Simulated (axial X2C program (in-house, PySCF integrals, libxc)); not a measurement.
**A two-component session on InGa: properties at the nuclei**

Wanted for InGa: properties at the nuclei, at the two-component level.

Computed with an in-house X2C program for linear molecules on PySCF integrals. Level: two-component X2C with atomic mean-field terms, In dyall-cv3z, Ga dyall-cv3z.

All values are calculated.

### 1 Input

task.json reads:

```json
{"zs": [49, 31], "q": 0, "bas": ["dyall-cv3z", "dyall-cv3z"], "r0": 2.66, "levels": ["PBE0", "HF", "LDA", "TPSSh", "PBE"], "nst": 3}
```

Keys: zs atomic numbers; q charge; bas basis sets; r0 starting distance in Å; levels methods (HF also brings MP2); nst determinants followed.

Launch:

```
> python soeom.py task.json out
```

The runs that follow: Expectation values, lowest determinant; Expectation values, a higher determinant; Expectation values, a higher determinant.

What does the calculation give? Wanted: lowest determinant; Eeff magnitude; Ws magnitude In; A∥/gI In; qzz In; higher determinant (for each run or level that gives them).

The runs gave:

| quantity | value |
| --- | --- |
| lowest determinant | Ω = 1 (excess of +ω over −ω: ω = -1/2, ω = 3/2) |
| Eeff magnitude (GV/cm), PBE0 | 1.57 |
| Ws magnitude In (kHz), PBE0 | 0.763 |
| A∥/gI In (MHz), PBE0 | -470 |
| qzz In (a.u.), PBE0 | 1.69 |
| higher determinant | Ω = 2 (excess of +ω over −ω: ω = 1/2, ω = 3/2) |
| Eeff magnitude (GV/cm), PBE0, higher determinant | 3.57 |
| Ws magnitude In (kHz), PBE0, higher determinant | 1.32 |
| A∥/gI In (MHz), PBE0, higher determinant | 103 |
| qzz In (a.u.), PBE0, higher determinant | -3.63 |
| higher determinant | Ω = 1 (excess of +ω over −ω: 2 × ω = 1/2) |
| Eeff magnitude (GV/cm), PBE0, higher determinant | 3.46 |
| Ws magnitude In (kHz), PBE0, higher determinant | 2.48 |
| A∥/gI In (MHz), PBE0, higher determinant | 576 |
| qzz In (a.u.), PBE0, higher determinant | -3.44 |

In the first state, the effective field runs from 0.909 to 9.47 GV/cm over the mean-field levels, so the levels don't agree on it. The expectation values come from single determinants, which for open shells can mix terms of unlike spin or miss the lowest Ω, so a determinant need not be a state. Eeff is the effective electric field on the electron dipole moment in this Ω state and Ws the scalar–pseudoscalar constant (defined with the proton number Z and per Ω); A∥ is the parallel hyperfine constant, which follows by multiplying with the nuclear g factor gI = μI/(I μN); qzz is the electric field gradient, eQq0 = 234.96 MHz × Q/barn × qzz; μ is positive if Ga is the positive end. The operators were transformed with the bare-nucleus X2C matrices. A second determinant lies within 0.1 eV of the first, so their order is not settled at this level.
